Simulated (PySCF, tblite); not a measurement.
# C3H7B2ClO2: geometry, infrared bands and NMR shifts

What infrared bands and NMR shifts should C3H7B2ClO2 (`C[C@@H]1COBB(Cl)O1`) show?

Programs: tblite 0.8.0 and PySCF 2.14.0, with density-fitted response routines of our own. Each step states its level of theory. These are calculated values for one molecule in the gas phase, unless marked as measured. Atoms are numbered from 0 throughout.

### Step 1. The starting structure

15 atoms, charge 0, multiplicity 1; geometry from: force field or distance geometry start.

Bonds of the start (Å): C0–C1 1.53, C1–C2 1.47, C2–O3 1.36, O3–B4 1.45, B4–B5 1.66, B5–Cl6 1.87, B5–O7 1.46, O7–C1 1.38, C0–H8 1.11, C0–H9 1.09, C0–H10 1.11, C1–H11 1.12, C2–H12 1.15, C2–H13 1.12, B4–H14 1.17.

### Step 2. Optimising the geometry with GFN2-xTB

Job settings and geometry (Å):

```
{"job": {"kind": "relax", "xc": "GFN2-xTB", "basis": "xTB"}, "charge": 0, "multiplicity": 1}
C     -0.096400     1.221300     0.771200
C     -0.615700     0.525000    -0.486600
C     -1.232400    -0.764600    -0.144800
O     -0.434700    -1.832900     0.144900
B      0.983400    -1.528000     0.052400
B      1.397900    -0.362700    -1.056400
Cl     3.126900     0.333400    -0.978400
O      0.356300     0.570000    -1.461200
H     -0.938500     1.670300     1.329200
H      0.421200     0.556500     1.469700
H      0.616300     1.995100     0.427300
H     -1.436300     1.201000    -0.845900
H     -1.877000    -0.591600     0.785800
H     -1.960900    -1.070000    -0.937000
H      1.685600    -1.914800     0.907900
```

On the command line:

```bash
OMP_NUM_THREADS=1 python probes_run.py task.json out
```

One launch serves the whole session: the jobs run in the order shown.

**Question.** This job is followed by: GFN2-xTB harmonic vibrations, gas phase; GIAO PBE0/pcSseg-1 NMR shielding, non-relativistic, gas phase. Predict these results of the whole session: strongest single infrared mode (GFN2-xTB); zero-point energy (GFN2-xTB); 13C shifts against TMS (PBE0/pcSseg-1); 1H shifts against TMS (PBE0/pcSseg-1, means over atoms taken as alike); 17O shifts against H2O (PBE0/pcSseg-1); 11B shifts against BF3·OEt2 (PBE0/pcSseg-1); 35Cl shifts against HCl (PBE0/pcSseg-1).

**Answer**, as computed:

```
                                                              quantity                             value
                             strongest single infrared mode (GFN2-xTB)             1188 cm⁻¹, 177 km/mol
                                          zero-point energy (GFN2-xTB)                     68.4 kcal/mol
                                13C shifts against TMS (PBE0/pcSseg-1)              74.4, 72.3, 22.6 ppm
1H shifts against TMS (PBE0/pcSseg-1, means over atoms taken as alike)  5.36, 4.50, 4.47, 4.26, 1.40 ppm
                                17O shifts against H2O (PBE0/pcSseg-1)                  242.4, 231.1 ppm
                           11B shifts against BF3·OEt2 (PBE0/pcSseg-1)                    48.4, 39.5 ppm
                               35Cl shifts against HCl (PBE0/pcSseg-1)                           189 ppm
```

What this shows: Over 68 steps the energy fell by 1.665 eV; of the close pairs, B5–Cl6 changed most, 1.865 to 1.737 Å. All 39 modes are real, so the xTB geometry is a minimum. The strongest single mode, at 1188 cm⁻¹, is carried by B5, O7, C1. GFN2-xTB is a fitted tight-binding method: band positions and strengths are rough. Its intensities can rank the bands wrongly. C1 (sp3 CH bonded to O) lies farthest downfield among carbon, at 74.4 ppm; pulled downfield by the heteroatom. At PBE0/pcSseg-1: The widest tensor belongs to O3: span 510 ppm, with a paramagnetic part of -287 ppm.
